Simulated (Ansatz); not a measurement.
Predict the output of the script below (Ansatz's Python interface).

The script, `defect_tias.py`:
```python
"""Point defect (vacancy) in TiAs."""

import warnings

import ansatz as az
import numpy as np

warnings.simplefilter("ignore", az.DeckWarning)

crystal = (
    az.Lattice.of([3.6801875, 0.0, 0.0], [-1.84009375, 3.18713587, 0.0], [0.0, 0.0, 6.02366704])
    .atom("Ti", [0.0, 0.0, 0.5])
    .atom("Ti", [0.0, 0.0, 0.0])
    .atom("As", [2 / 3, 1 / 3, 0.75])
    .atom("As", [1 / 3, 2 / 3, 0.25])
)
host = crystal.supercell(2, 2, 1)
defective = host.vacancy("As", at=[1 / 3, 2 / 3, 0.25])

def prepare(structure):
    return (
        structure.calculation()
        .functional("pbesol")
        .occupations("Fermi-Dirac", width=0.1)  # fractional filling near the Fermi level
        .basis(470)
        .kpoints(spacing=0.5)  # sampling of the Brillouin zone
        .band_table()  # levels at the mesh points
    )


perfect = prepare(host).run().report
base = prepare(defective).forces()
out = base.run()
summary = out.report

n_host, n_defect = len(perfect["lattice"]["sites"]), len(summary["lattice"]["sites"])
print(f"perfect cell: {n_host} atoms, F = {perfect['free_energy_ev']:.4f} eV")
print(f"defect cell:  {n_defect} atoms, F = {summary['free_energy_ev']:.4f} eV")
# chemical potentials are still to be added to this difference
print(f"difference {summary['free_energy_ev'] - perfect['free_energy_ev']:.4f} eV (no chemical potentials)")


for site in out.lattice.sites:
    print(f"{site.symbol:2s}", " ".join(f"{v:8.4f}" for v in site.position_ang))
```

```console
$ python defect_tias.py
perfect cell: 16 atoms, F = -58310.8206 eV
defect cell:  15 atoms, F = -53493.7193 eV
difference 4817.1013 eV (no chemical potentials)
Ti   0.0000   0.0000   3.0118
Ti   0.0000   0.0000   0.0000
As   1.8401   1.0624   4.5178
Ti  -1.8401   3.1871   3.0118
Ti  -1.8401   3.1871   0.0000
As   0.0000   4.2495   4.5178
As  -1.8401   5.3119   1.5059
Ti   3.6802   0.0000   3.0118
Ti   3.6802   0.0000   0.0000
As   5.5203   1.0624   4.5178
As   3.6802   2.1248   1.5059
Ti   1.8401   3.1871   3.0118
Ti   1.8401   3.1871   0.0000
As   3.6802   4.2495   4.5178
As   1.8401   5.3119   1.5059
```

Caveats:
- Total energies depend on the potentials; only differences at equal settings carry meaning. A total without «per atom» is that of the whole cell that was run.
- No spin polarisation was allowed.
- For a metal this k-point mesh is coarse: on a finer one energies can move by several to tens of meV an atom and pressures by half a GPa or more, differences at one mesh by less.
- The atoms stand at ideal sites; relaxing them can change energy and levels by an eV or more.
- The difference holds no chemical potentials.
- Errors of mesh and smearing per atom add up over the supercell, so the energy can be off by tenths of an eV.
- The structure comes from a database of computed cells and needn't be a stable or known phase.
- The supercell is small, so the defect meets its images and the energies aren't those of an isolated defect; a partly filled defect level may also lower its energy by spin or distortion. For a charged cell the difference holds no correction, alignment or term for the electrons' reservoir.
- It ran for 22 s on 1 thread of Arm Neoverse V2, with other jobs on the host, peak memory 0.7 GiB.
